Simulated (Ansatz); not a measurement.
**One shape, several levels: SiHCl2F (SMILES F[SiH](Cl)Cl)**

Wanted: a comparison of 6 runs (HF/3-21G, HF/def2-SVPD, B3LYP/def2-SVPD, CAM-B3LYP/def2-SVPD, wB97X/def2-SVPD, RPA@PBE/def2-SVPD) of SiHCl2F. 

The results are computed with Ansatz 0.2.0.

62 further runs of the same task are left out: 62 set aside as unsound or not needed.

## 1. The system as given

SiHCl2F has 5 atoms, charge 0, and is taken as a singlet. As SMILES, `F[SiH](Cl)Cl`. The Si2–H5 distance was set to 1.907 Å, away from the relaxed value.

Bond lengths: F1–Si2 1.581 Å, Si2–Cl3 2.024 Å, Si2–Cl4 2.024 Å. Angles: F1–Si2–Cl3 108.4°, F1–Si2–Cl4 108.4°, Cl3–Si2–Cl4 110.2°. A long bond or contact: Si2–H5 1.907 Å.

## 2. A single-point energy at HF/3-21G (run 1)

The input, in.yaml:

```yaml
basis:
  gaussian: {orbitals: 3-21G.json}
crystal:
  periodic: [false, false, false]
  atoms:
    - {symbol: F, position_ang: [-0.380816, -0.665389, 1.608872]}
    - {symbol: Si, position_ang: [-0.300616, -0.031089, 0.162772]}
    - {symbol: Cl, position_ang: [-0.928216, 1.889611, 0.273472]}
    - {symbol: Cl, position_ang: [-1.509116, -1.091389, -1.066328]}
    - {symbol: H, position_ang: [1.503300, -0.106100, -0.452400]}
hamiltonian: {xc: hf}
accuracy: high
output: {orbitals: {seedname: orbitals}}
```

The basis set 3-21G is read from a file made from the Basis Set Exchange's data (not shown).

Launch:

```console
$ ansatz run in.yaml --threads 1 --pin off --max-ram 3480MiB --events-out events.jsonl --progress --plain --runs-dir runs
```

Output:

```text
Warning: RAYON_NUM_THREADS=1 ignored (pool sized by the plan → 1); use --threads N
Functional definition: HF
  name "HF"
  exchange = exact_x
  correlation = 0
1074 factors; integrals over basis functions are off by at most 4.2e-9 eV
mean field evaluation 1: about -35415.2027 eV, gradient 2.7e1 eV
mean field evaluation 2: about -35415.3761 eV, gradient 2.7e1 eV
mean field evaluation 4: about -35417.2233 eV, gradient 1.5e0 eV
mean field evaluation 8: about -35417.2455 eV, gradient 1.4e-1 eV
mean field evaluation 16: about -35417.2456 eV, gradient 1.9e-8 eV
mean field -35417.24560063 eV, -1301.5597691518 hartree, gradient 1.9e-8 eV, S^2 0.000000; 0 other end points of the search recorded, 0 dependent functions left out
reference -35417.24560063 eV, -1301.5597691518 hartree; 29, 29 occupied and 21, 21 virtual orbitals, 1074 factors
Total energy: -35417.24560063 eV, -1301.5597691518 hartree
```

Run time: 0.26 s. Hardware: 1 thread of AMD EPYC 9R45 (Zen 5), shared host.

## 3. The energy at HF/def2-SVPD (run 2)

The input, run.yaml:

```yaml
crystal:
  periodic: [false, false, false]
  atoms:
    - symbol: F
      position_ang: [-0.380816, -0.665389, 1.608872]
    - symbol: Si
      position_ang: [-0.300616, -0.031089, 0.162772]
    - symbol: Cl
      position_ang: [-0.928216, 1.889611, 0.273472]
    - symbol: Cl
      position_ang: [-1.509116, -1.091389, -1.066328]
    - symbol: H
      position_ang: [1.503300, -0.106100, -0.452400]
basis:
  gaussian: {orbitals: def2-SVPD}
output: {orbitals: {seedname: orbitals}}
accuracy: high
hamiltonian: {xc: hf}
```

Launch:

```console
$ ansatz run run.yaml --threads 1 --pin off --max-ram 3480MiB --events-out events.jsonl --progress --plain --runs-dir runs
```

Output:

```text
Warning: RAYON_NUM_THREADS=1 ignored (pool sized by the plan → 1); use --threads N
Functional definition: HF
  name "HF"
  exchange = exact_x
  correlation = 0
2051 factors; integrals over basis functions are off by at most 3.6e-9 eV
mean field evaluation 1: about -35580.5013 eV, gradient 2.9e1 eV
mean field evaluation 2: about -35580.5638 eV, gradient 2.9e1 eV
mean field evaluation 4: about -35582.4722 eV, gradient 2.0e0 eV
mean field evaluation 8: about -35582.4940 eV, gradient 1.5e-4 eV
mean field -35582.49396301 eV, -1307.6325344601 hartree, gradient 8.2e-8 eV, S^2 0.000000; 0 other end points of the search recorded, 0 dependent functions left out
reference -35582.49396301 eV, -1307.6325344601 hartree; 29, 29 occupied and 80, 80 virtual orbitals, 2051 factors
Total energy: -35582.49396301 eV, -1307.6325344601 hartree
```

Wall time 1.3 s (1 thread of AMD EPYC 9R45 (Zen 5), shared host); peak memory 0.35 GiB.

Runs 3 to 4 aren't shown in full; the table further down has their settings and results.

## 4. The energy at wB97X/def2-SVPD (run 5)

The input, molecule.yaml:

```yaml
crystal:
  periodic: [false, false, false]
  atoms:
    - {symbol: F, position_ang: [-0.380816, -0.665389, 1.608872]}
    - {symbol: Si, position_ang: [-0.300616, -0.031089, 0.162772]}
    - {symbol: Cl, position_ang: [-0.928216, 1.889611, 0.273472]}
    - {symbol: Cl, position_ang: [-1.509116, -1.091389, -1.066328]}
    - {symbol: H, position_ang: [1.503300, -0.106100, -0.452400]}
basis:
  gaussian:
    orbitals: def2-SVPD
accuracy: high
output:
  orbitals: {seedname: orbitals}
hamiltonian:
  xc: {name: wB97X}
```

Launch:

```console
$ ansatz run molecule.yaml --threads 1 --pin off --max-ram 3480MiB --events-out events.jsonl --progress --plain --runs-dir runs
```

Output, cut to the lines that bear on the results:

```text
Warning: RAYON_NUM_THREADS=1 ignored (pool sized by the plan → 1); use --threads N
Functional definition: wB97X
  name "wB97X"
[...]
      + exact_x_lr(omega)
[...]
      + integral(e_c_pw_opposite_spin*poly(b97_u_opposite, 1, cos1, cos2, cos3, cos4))
2051 factors; integrals over basis functions are off by at most 3.6e-9 eV
510 factors; integrals over basis functions are off by at most 1.6e-9 eV
[...]
mean field -35646.69940672 eV, -1309.9920409964 hartree, gradient 3.2e-8 eV, S^2 0.000000; 0 other end points of the search recorded, 0 dependent functions left out
reference -35646.69940340 eV, -1309.9920408743 hartree; 29, 29 occupied and 80, 80 virtual orbitals, 2051 factors
Total energy: -35646.69940340 eV, -1309.9920408743 hartree
```

It took 11 s on 1 thread of AMD EPYC 9R45 (Zen 5), shared host; peak memory 0.64 GiB.

## 5. A single-point energy at RPA@PBE/def2-SVPD (run 6)

The input, in.yaml:

```yaml
crystal:
  periodic: [false, false, false]
  atoms:
    - symbol: F
      position_ang: [-0.380816, -0.665389, 1.608872]
    - symbol: Si
      position_ang: [-0.300616, -0.031089, 0.162772]
    - symbol: Cl
      position_ang: [-0.928216, 1.889611, 0.273472]
    - symbol: Cl
      position_ang: [-1.509116, -1.091389, -1.066328]
    - symbol: H
      position_ang: [1.503300, -0.106100, -0.452400]
basis:
  gaussian:
    orbitals: def2-SVPD
hamiltonian:
  xc: {name: PBE}
correlation:
  method: rpa
  frozen_orbitals: {Cl: 5, F: 1, H: 0, Si: 5}
accuracy: high
```

Launch:

```console
$ ansatz run in.yaml --threads 1 --pin off --max-ram 3480MiB --events-out events.jsonl --progress --plain --runs-dir runs
```

Output:

```text
Warning: RAYON_NUM_THREADS=1 ignored (pool sized by the plan → 1); use --threads N
Functional definition: PBE
  name "PBE"
  parameter kappa = 0.804
  parameter beta = 0.06672455060314922
  exchange = pbe_x(kappa = kappa, mu = beta*pi^2/3)
  correlation = pbe_c(beta = beta)
2051 factors; integrals over basis functions are off by at most 3.6e-9 eV
mean field evaluation 1: about -35628.5393 eV, gradient 3.5e1 eV
mean field evaluation 2: about -35628.5368 eV, gradient 3.5e1 eV
mean field evaluation 4: about -35630.4613 eV, gradient 8.0e0 eV
mean field evaluation 8: about -35630.6202 eV, gradient 1.8e-1 eV
mean field evaluation 16: about -35630.6202 eV, gradient 1.2e-5 eV
mean field -35630.62022768 eV, -1309.4011420656 hartree, gradient 5.2e-8 eV, S^2 0.000000; 0 other end points of the search recorded, 0 dependent functions left out
16 core orbitals not correlated: weight in the atoms' cores, before any rotation towards them, 1.000 or more for the frozen orbitals, at most 0.000 for the correlated occupied ones
reference -35581.36439627 eV, -1307.5910236478 hartree; 13, 13 occupied and 80, 80 virtual orbitals, 2051 factors
Total energy: -35606.35870909 eV, -1308.5095477021 hartree
```

It took 4.8 s on 1 thread of AMD EPYC 9R45 (Zen 5), shared host; peak memory 0.38 GiB.

## 6. All runs side by side

```csv
run,level,frozen core orbitals,energy (Eh),HOMO energy (eV),LUMO energy (eV),HOMO–LUMO gap (eV),wall time
1,HF/3-21G,–,-1301.559769,-12.59,2.07,14.66,0.26 s
2,HF/def2-SVPD,–,-1307.632534,-12.25,2.10,14.35,1.3 s
3,B3LYP/def2-SVPD,–,-1310.065169,-9.06,-1.47,7.59,3.6 s
4,CAM-B3LYP/def2-SVPD,–,-1310.028765,-10.62,-0.15,10.46,3.9 s
5,wB97X/def2-SVPD,–,-1309.992041,-11.64,0.96,12.60,11 s
6,RPA@PBE/def2-SVPD,16,-1308.509548,–,–,–,4.8 s
```

## 7. What came out

```
                               quantity           value
                    run 6: total energy  -1308.50955 Eh
run 6: RPA correlation energy (valence)      -918.5 mEh
```

In words: Over runs 1, 2, 3, 4, 5 the HOMO–LUMO gap runs from 7.59 eV (B3LYP/def2-SVPD) to 14.66 eV (HF/3-21G). The two ends differ in method and basis. Totals of different functionals can't be ranked against each other. All runs together took 25 s, the longest 11 s.
